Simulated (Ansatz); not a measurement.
# GaAsH₂ (singlet): from Hartree-Fock to the top rungs, cc-pVDZ

How much of the correlation energy of GaAsH₂ (singlet) does each wave-function method recover here?

Computed with Ansatz 0.2.0, Gaussian basis. Level: cc-pVDZ, core rule «outside noble gas», up to 28 orbitals frozen.

The runs, in order: UHF; CCSD(T) on RHF; CCSD(T) on UHF; BCCD(T) on RHF; CISD; CCSDT(Q) on RHF; CCSDT(Q) on UHF; CCSDTQ on RHF; CASSCF and MRCISD+Q, 10 electrons in 10 orbitals; CASSCF and NEVPT4(SD), 10 electrons in 10 orbitals; CASSCF and NEVPT2, 10 electrons in 10 orbitals.

14 further runs of the same task are left out: 8 for a known fault of the program, 6 set aside as unsound or not needed. Runs told in other sessions of the task aren't counted.

## (1) The system

The geometry is a PBE0/def2-TZVP stationary point (not a proven minimum) of the parent state, kept for this charge and spin. No spin-orbit coupling is included. The filled d shell of Ga, As may be among the frozen orbitals whatever the setting's name suggests.

4 atoms, charge 0, spin multiplicity 1.

Atoms are counted from 1 here; the program's logs count them from 0.

Bond lengths: Ga1–As2 2.473 Å, Ga1–H3 1.608 Å, As2–H4 1.527 Å. Angles: As2–Ga1–H3 116.3°, Ga1–As2–H4 93.5°.

## (2) UHF

The input, in.yaml:

```yaml
crystal:
  periodic: [false, false, false]
  atoms:
    - {symbol: Ga, position_ang: [0.000000, -0.061519, 1.274398]}
    - {symbol: As, position_ang: [0.000000, 0.058800, -1.195307]}
    - {symbol: H, position_ang: [0.000000, 1.343482, 2.055926]}
    - {symbol: H, position_ang: [0.000000, -1.458691, -1.361996]}
basis:
  gaussian: {orbitals: cc-pVDZ}
magnetization: {spin_polarized: true, initial_magnetization: 0}
hamiltonian: {xc: hf}
output: {orbitals: {seedname: orbitals}}
```

Started as:

```console
ansatz run in.yaml --threads 1 --pin off --events-out ev --progress --plain --max-ram 4096MiB --backend cpu
```

Further steps of the session: CCSD(T) on RHF; CCSD(T) on UHF; BCCD(T) on RHF; CISD; CCSDT(Q) on RHF; CCSDT(Q) on UHF; CCSDTQ on RHF; CASSCF and MRCISD+Q, 10 electrons in 10 orbitals; CASSCF and NEVPT4(SD), 10 electrons in 10 orbitals; CASSCF and NEVPT2, 10 electrons in 10 orbitals.

Before running them: what should the planned runs give, taken together? Wanted: RCCSDTQ from the RHF energy; RMP2 from RCCSDTQ; RCCSD from RCCSDTQ; RCCSD(T) from RCCSDTQ; RCCSDT(Q) from RCCSDTQ; NEVPT2 valence from RCCSDTQ; NEVPT4(SD) valence from RCCSDTQ; MRCISD+Q valence from RCCSDTQ; T1 diagnostic.

The runs gave:

| quantity | value |
| --- | --- |
| RCCSDTQ from the RHF energy | -5.8445 eV |
| RMP2 from RCCSDTQ | +118.5 kJ/mol |
| RCCSD from RCCSDTQ | +32.7 kJ/mol |
| RCCSD(T) from RCCSDTQ | +6.6 kJ/mol |
| RCCSDT(Q) from RCCSDTQ | -0.6 kJ/mol |
| NEVPT2 valence from RCCSDTQ | +74.1 kJ/mol |
| NEVPT4(SD) valence from RCCSDTQ | +8.7 kJ/mol |
| MRCISD+Q valence from RCCSDTQ | +0.9 kJ/mol |
| levels within 1 kcal/mol (43 meV) | RCCSDT, RCCSDT(Q), MRCISD+Q valence |
| T1 diagnostic | 0.040 |
| effectively unpaired electrons | 0.17 |

In words: RCCSD(T) lands +6.6 kJ/mol from the yardstick (1.2 % of the correlation energy). The occupations are near whole numbers, but T1 = 0.040 shows that the orbitals relax strongly. Of the multireference levels listed MRCISD+Q valence comes nearest in total energy (+0.9 kJ/mol), which doesn't show that its space is the better one. These misses are within one basis, not against nature.
